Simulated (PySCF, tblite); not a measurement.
# C4H9BOSi: geometry, infrared bands and NMR shifts

Wanted: the infrared bands and NMR shifts of C4H9BOSi (`COCBC#C[SiH3]`), by calculation.

The runs use tblite 0.8.0 and PySCF 2.14.0, with density-fitted response routines of our own; the level of theory stands in each step. All values are computed, except where a source is named. Atoms are numbered from 0 throughout.

## Step 1: Starting geometry

16 atoms, charge 0, multiplicity 1; geometry from: force field or distance geometry start.

Bonds of the start (Å): C0–O1 1.39, O1–C2 1.39, C2–B3 1.61, B3–C4 1.55, C4–C5 1.20, C5–Si6 1.83, C0–H7 1.11, C0–H8 1.10, C0–H9 1.12, C2–H10 1.10, C2–H11 1.13, B3–H12 1.17, Si6–H13 1.48, Si6–H14 1.46, Si6–H15 1.47.

## Step 2: Geometry optimisation with GFN2-xTB

The job: settings as JSON, then the geometry in Å.

```
{"job": {"kind": "relax", "xc": "GFN2-xTB", "basis": "xTB"}, "charge": 0, "multiplicity": 1}
C     -2.842800     0.587300     0.312000
O     -2.083600    -0.573200     0.426300
C     -1.369700    -0.720300    -0.760400
B     -0.469100     0.597600    -0.942800
C      0.932900     0.503900    -0.281000
C      2.023100     0.418800     0.216900
Si     3.668800     0.274100     0.999600
H     -3.443000     0.796000     1.224200
H     -2.122200     1.404000     0.140600
H     -3.501200     0.456100    -0.588900
H     -0.660000    -1.554800    -0.742900
H     -2.064800    -0.801100    -1.651300
H     -0.510400     1.092100    -1.998100
H      4.645700    -0.405700     0.120000
H      3.612100    -0.430600     2.279300
H      4.176600     1.632200     1.235300
```

On the command line:

```
$ OMP_NUM_THREADS=1 python probes_run.py task.json out
```

One launch serves the whole session: the jobs run in the order shown.

**Question.** This job is followed by: GFN2-xTB harmonic vibrations, gas phase; GIAO PBE0/pcSseg-1 NMR shielding, non-relativistic, gas phase. Predict these results of the whole session: strongest single infrared mode (GFN2-xTB); zero-point energy (GFN2-xTB); 13C shifts against TMS (PBE0/pcSseg-1); 1H shifts against TMS (PBE0/pcSseg-1, means over atoms taken as alike); 17O shifts against H2O (PBE0/pcSseg-1); 11B shifts against BF3·OEt2 (PBE0/pcSseg-1); 29Si shifts against TMS (PBE0/pcSseg-1); surface potential, 1st and 99th percentile.

**Answer**, as computed:

| quantity | value |
| --- | --- |
| strongest single infrared mode (GFN2-xTB) | 2248 cm⁻¹, 420 km/mol |
| zero-point energy (GFN2-xTB) | 70.7 kcal/mol |
| 13C shifts against TMS (PBE0/pcSseg-1) | 153.6, 126.6, 83.4, 61.3 ppm |
| 1H shifts against TMS (PBE0/pcSseg-1, means over atoms taken as alike) | 6.77, 4.45, 4.16, 3.67 ppm |
| 17O shifts against H2O (PBE0/pcSseg-1) | 10.2 ppm |
| 11B shifts against BF3·OEt2 (PBE0/pcSseg-1) | 71.8 ppm |
| 29Si shifts against TMS (PBE0/pcSseg-1) | -98.8 ppm |
| surface potential, 1st and 99th percentile | -1.60 V and 1.35 V |

Relaxing lowered the energy by 0.789 eV in 134 steps; the close pair that moved most is B3–C4, from 1.553 to 1.496 Å. The lowest mode is slightly imaginary (13i cm⁻¹), a soft motion within the noise of the Hessian, so the minimum is not strictly shown. The strongest single mode, at 2248 cm⁻¹, moves mainly H13 and H14. Unscaled tight-binding wavenumbers are off by several per cent, some by more. Its intensities can rank the bands wrongly. At PBE0/pcSseg-1: Shielding is most anisotropic at C4 (span 329 ppm, paramagnetic term -200 ppm). By nearest atom (PBE0/pcSseg-1), the HOMO sits on O1 54 %; B3 7 % and the LUMO on B3 39 %; C5 25 %.
